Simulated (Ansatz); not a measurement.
Task: a check of PAW against all-electron LAPW of OsRu, space group P-6m2, with the Ansatz DFT code, driven from Python. Give the script and its output. Use (first run): PBEsol, PAW, the default cutoff (420 eV here), 14×14×8 k-points, cold smearing of 0.15 eV.

```yaml
crystal:
  lattice:
    - [2.72701, 0.00000, 0.00000]
    - [-1.36351, 2.36166, 0.00000]
    - [0.00000, 0.00000, 4.30032]
  atoms:
    - { symbol: Ru, position: [0.33333, 0.66667, 0.00000] }
    - { symbol: Os, position: [0.66667, 0.33333, 0.50000] }
```

Script `paw_lapw_osru.py`:
```python
import ansatz
import numpy as np

MESH = (14, 14, 8)
XC = "pbesol"
FILLING = "cold"
SMEARING_WIDTH = 0.15


def count_gap(report):
    # lowest empty less highest filled band, counting bands; zero where they overlap
    return max(report.get("gap_by_band_count_ev") or 0.0, 0.0)

lattice = ansatz.Lattice.of(
    (2.72701, 0.0, 0.0),
    (-1.363505, 2.36166, 0.0),
    (0.0, 0.0, 4.30032),
)
sites = [
    ("Ru", (1 / 3, 2 / 3, 0.0)),
    ("Os", (2 / 3, 1 / 3, 0.5)),
]
system = ansatz.Crystal(lattice=lattice)
for symbol, position in sites:
    system = system.atom(symbol, position)

calculation = (
    system.calculation()
    .kpoints(*MESH)
    .functional(XC)
    .occupations(FILLING, width=SMEARING_WIDTH)
    .stress()
    .forces()
    .band_table()
)
variants = {
    "PAW": calculation.pseudopotentials("paw"),
    "LAPW": calculation.pseudopotentials("all_electron", lapw=True),
}
rows = []
for label, variant in variants.items():
    r = variant.run(threads=1).report
    levels = np.array(r["eigenvalues_ev"][0]) - r["fermi_energy_ev"]
    print(label, "levels at the first k-point near E_F:", np.round(levels[np.abs(levels) < 5], 3))
    rows.append((label, r["n_electrons"], np.trace(r["stress_gpa"]) / 3, count_gap(r)))
for row in rows:
    print("; ".join(f"{name} = {round(v, 4) if isinstance(v, float) else v}" for name, v in zip(["treatment", "electrons in bands", "P GPa", "gap by band count eV"], row)))
```

```console
$ python paw_lapw_osru.py
DeckWarning: basis.ecutwfc = 420 eV, auto-derived from the records' recommended cutoffs: set by Ru (normal level)
PAW levels at the first k-point near E_F: [-2.84  -2.84  -2.579 -2.054 -2.054 -1.509 -1.509  0.623  1.457  1.457]
LAPW levels at the first k-point near E_F: [-2.84  -2.84  -2.578 -2.054 -2.054 -1.508 -1.508  0.621  1.457  1.457]
treatment = PAW; electrons in bands = 32.0; P GPa = -6.4715; gap by band count eV = 0.0
treatment = LAPW; electrons in bands = 78.0; P GPa = -6.4804; gap by band count eV = 0.0
```
(Warnings from the package without file and line.)

PAW gives -6.471 GPa and LAPW -6.480 GPa, 0.009 GPa apart. They took 4.6 and 118.2 s of processor time.

Caveats:
- The computed bands are complete only to about 1.0 eV above the Fermi level.
- A gap by band count of zero or less means overlapping bands, a metal.
- At these settings the cell as given stands under about -6 GPa, so it isn't at this functional's equilibrium volume.
- This cell is a computed structure, which may not be the phase found in nature.
- Gaps and levels are Kohn-Sham values on a finite set of k-points, without spin-orbit coupling.
- Pressure is positive in compression; the treatments may keep other shells as core, so totals and counts of electrons can differ.
- Hardware and time: 2.1 min on 1 thread of Arm Neoverse V2 (shared host), peak memory 0.8 GiB.
